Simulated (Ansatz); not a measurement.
**C₂H₆AlGaO: up Jacob's ladder to CCSD(T)**

An exercise on one series of results from a longer session: the logs are not shown, and one member is left open.

Computed with Ansatz 0.2.0, Gaussian basis. Level: functionals in def2-TZVPP, the program's frozen cores in correlated methods.

Levels to be run: PBE-D4, r2SCAN-D4, PBE0-D4, B3LYP-D4, ωB97X-V, ωB97M-V, B2PLYP; CCSD(T)/def2-TZVPP; MP2/def2-QZVPP; extrapolation to the limit.

### Structure used throughout

An earlier PBE0-D4 in a triple-zeta def2 set relaxation fixed the geometry.

11 atoms, charge 0, spin multiplicity 1.

Atoms are counted from 1 here; the program's logs count them from 0.

Bond lengths: Al1–O2 1.740 Å, Al1–Ga5 2.528 Å, Al1–H6 1.566 Å, Al1–H7 1.730 Å, Al1–H11 1.730 Å, O2–C3 1.335 Å, C3–C4 1.344 Å, C3–H8 1.091 Å, C4–Ga5 1.928 Å, C4–H9 1.083 Å, Ga5–H7 1.804 Å, Ga5–H10 1.543 Å, Ga5–H11 1.804 Å. Angles: O2–Al1–Ga5 89.6°, O2–Al1–H6 122.6°, O2–Al1–H7 103.8°, O2–Al1–H11 103.8°, Ga5–Al1–H6 147.8°, Ga5–Al1–H7 45.5°, Ga5–Al1–H11 45.5°, H6–Al1–H7 117.6°, H6–Al1–H11 117.6°, H7–Al1–H11 84.2°, Al1–O2–C3 122.4°, O2–C3–C4 125.2°, O2–C3–H8 112.8°, C4–C3–H8 122.1°, C3–C4–Ga5 117.2°, C3–C4–H9 117.9°, Ga5–C4–H9 125.0°, Al1–Ga5–C4 85.7° and more.

The first run:

in.yaml

```yaml
crystal:
  periodic: [false, false, false]
  atoms:
    - {symbol: Al, position_ang: [-1.090097, 1.039688, -0.535240]}
    - {symbol: O, position_ang: [-1.028414, 0.510616, 1.121157]}
    - {symbol: C, position_ang: [-0.114884, -0.357756, 1.560213]}
    - {symbol: C, position_ang: [0.845486, -0.919020, 0.805657]}
    - {symbol: Ga, position_ang: [0.901825, -0.425949, -1.057481]}
    - {symbol: H, position_ang: [-2.159300, 2.058163, -1.056368]}
    - {symbol: H, position_ang: [0.566561, 1.342076, -0.933458]}
    - {symbol: H, position_ang: [-0.219992, -0.579809, 2.622952]}
    - {symbol: H, position_ang: [1.526853, -1.610870, 1.285727]}
    - {symbol: H, position_ang: [1.697846, -0.698008, -2.350711]}
    - {symbol: H, position_ang: [-0.860484, -0.416232, -1.441949]}
basis:
  gaussian: {orbitals: def2-TZVPP}
hamiltonian: {xc: pbe, dispersion: d4}
output: {forces: true, orbitals: {seedname: orbitals}}
```

Launch:

```console
ansatz run in.yaml --threads 4 --pin off --events-out ev --progress --plain --max-ram 10444MiB
```

Among the steps run: PBE-D4 (GGA); r2SCAN-D4 (meta-GGA); PBE0-D4 (hybrid); B3LYP-D4 (hybrid); ωB97X-V (range-separated); ωB97M-V (range-separated); B2PLYP (double hybrid); CCSD(T) in def2-TZVPP; MP2 in def2-QZVPP.

One of the session's tables, all rows but one given; the rest of the session is left out.

```
            method  atomisation energy (kcal/mol)
            PBE-D4                          923.1
         r2SCAN-D4                          918.3
           PBE0-D4                          908.5
          B3LYP-D4                          904.3
           ωB97X-V                          912.9
           ωB97M-V                          910.1
            B2PLYP                          897.4
     HF/def2-TZVPP                          658.9
    MP2/def2-TZVPP                          907.2
   CCSD/def2-TZVPP                          877.3
CCSD(T)/def2-TZVPP                          892.7
           MP2/CBS                              ?
       CCSD(T)/CBS                          913.2
```

Estimate the missing values for MP2/CBS.

As computed: atomisation energy (kcal/mol): 927.8. In the column «atomisation energy (kcal/mol)» it is the highest.

Among the levels timed on like hardware and quicker than the yardstick, those that no quicker one beats, quickest first: PBE-D4 (3.5 s, +9.9 kcal/mol); PBE0-D4 (4.6 s, -4.7 kcal/mol); ωB97X-V (12 s, -0.3 kcal/mol).

B2PLYP carry no dispersion term (for B3LYP, D4 adds 11.2 kcal/mol).

To keep in mind: Free atoms (1 Al, 1 O, 2 C, 1 Ga, 6 H) were run apart at each level; the atomisation energy is their sum less the molecule, without zero-point or spin-orbit terms.
